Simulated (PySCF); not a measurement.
# [NdI2]2+: other functionals and bases at one geometry

Aim: see how levels, charges and forces of [NdI2]2+ depend on the level of theory. It is a constructed species; whether it can be made isn't addressed.

The runs use PySCF 2.14.0; several levels, as the steps say, no spin–orbit coupling.

1 further run of the same task is left out (for a known fault of the program).

**1. Starting geometry**

3 atoms, charge 2, spin multiplicity 1.

Bond lengths: Nd1–I2 2.671 Å, Nd1–I3 2.671 Å. Angles: I2–Nd1–I3 101.4°.

Coordinates:

```tsv
atom	x (Å)	y (Å)	z (Å)
Nd1	0.00000	0.00000	-1.09758
I2	2.06752	0.00000	0.59347
I3	-2.06752	0.00000	0.59347
```

Formal oxidation states: Nd +4. Each metal's 2 4f electrons lie in its core potential, so multiplicities, spins and levels count the valence alone. An earlier session relaxed this geometry at PBE0, Nd lcecp-2-SVP with ECP48, I def2-SVP with ECP28 (singlet, point group C2v).

At PBE0 on the finer grid: E = -634.761842 Eh, frontier levels not given, since the 4f levels lie in the core, Mulliken charge on Nd1 +1.37 e, largest force component 0.012 eV/Å. 

Levels to run: revPBE; PBE; PBE0, TZVP. Hardware: 2 threads of Arm Neoverse V1, shared host.

**2. revPBE**

Contents of run.py (the lines that set the calculation):

```python
mol = gto.M(atom='''
Nd     0.00000     0.00000    -1.09758
I      2.06752     0.00000     0.59347
I     -2.06752     0.00000     0.59347''',
    basis={'Nd': 'lcecp-2-SVP', 'I': 'def2-SVP'},
    ecp={'Nd': 'lcecp-2-SVP', 'I': 'def2-SVP'},
    charge=2, spin=0)
mf = dft.RKS(mol, xc='PBE_R,PBE')
mf.grids.atom_grid = (75, 302)  # f atoms: unpruned, at least (60, 302)
mf = mf.density_fit()  # fitting sets: Nd AutoAux, I def2-universal-JKFIT
mf.conv_tol = 1e-08; mf.max_cycle = 55
mf.kernel(dm0)  # dm0: the density of the relaxed state
```

Launch:

```sh
$ OMP_NUM_THREADS=2 python run.py
```

**3. PBE**

Edit run.py (the lines that set the calculation) of step 2 so:

```diff
@@ -7,3 +7,3 @@
     charge=2, spin=0)
-mf = dft.RKS(mol, xc='PBE_R,PBE')
+mf = dft.RKS(mol, xc='PBE')
 mf.grids.atom_grid = (75, 302)  # f atoms: unpruned, at least (60, 302)
```

**4. PBE0, TZVP**

Basis: Nd lcecp-2-TZVP with ECP48, I def2-TZVP with ECP28. 

Contents of run.py (the lines that set the calculation):

```python
mol = gto.M(atom='''
Nd     0.00000     0.00000    -1.09758
I      2.06752     0.00000     0.59347
I     -2.06752     0.00000     0.59347''',
    basis={'Nd': 'lcecp-2-TZVP', 'I': 'def2-TZVP'},
    ecp={'Nd': 'lcecp-2-TZVP', 'I': 'def2-TZVP'},
    charge=2, spin=0)
mf = dft.RKS(mol, xc='PBE0')
mf.grids.atom_grid = (75, 302)  # f atoms: unpruned, at least (60, 302)
mf = mf.density_fit()  # fitting sets: Nd AutoAux, I def2-universal-JKFIT
mf.conv_tol = 1e-08; mf.max_cycle = 55
mf.kernel(dm0)  # dm0: free metal ions and neutral atoms
```

What does the calculation give? Wanted: for each run, charge on Nd1; dipole; largest force.

As calculated:

| level | state | charge on Nd1 (e) | dipole (D) | largest force (eV/Å) | basis functions | time |
| --- | --- | --- | --- | --- | --- | --- |
| PBE0 (relaxed here) | singlet | 1.37 | 6.61 | 0.01 | 82 | 9.4 s |
| revPBE | singlet | 1.26 | 5.95 | 0.65 | 82 | 6.1 s |
| PBE | singlet | 1.24 | 5.94 | 0.54 | 82 | 6 s |
| PBE0, TZVP | singlet | 1.57 | 6.59 | 0.04 | 147 | 14 s |

Times are on 2 threads of Arm Neoverse V1, shared host; the first row also made further properties. The dipole of a charged species depends on the origin, so these sizes hold for this origin alone.

The largest leftover force, 0.65 eV/Å with revPBE, stands at a geometry relaxed at another level. The Mulliken charge on Nd spans +1.24 to +1.57 e over the levels. With 4f in the core, its levels are missing from HOMO and gap. Total energies of different levels can't be compared. Spin–orbit coupling is left out throughout.
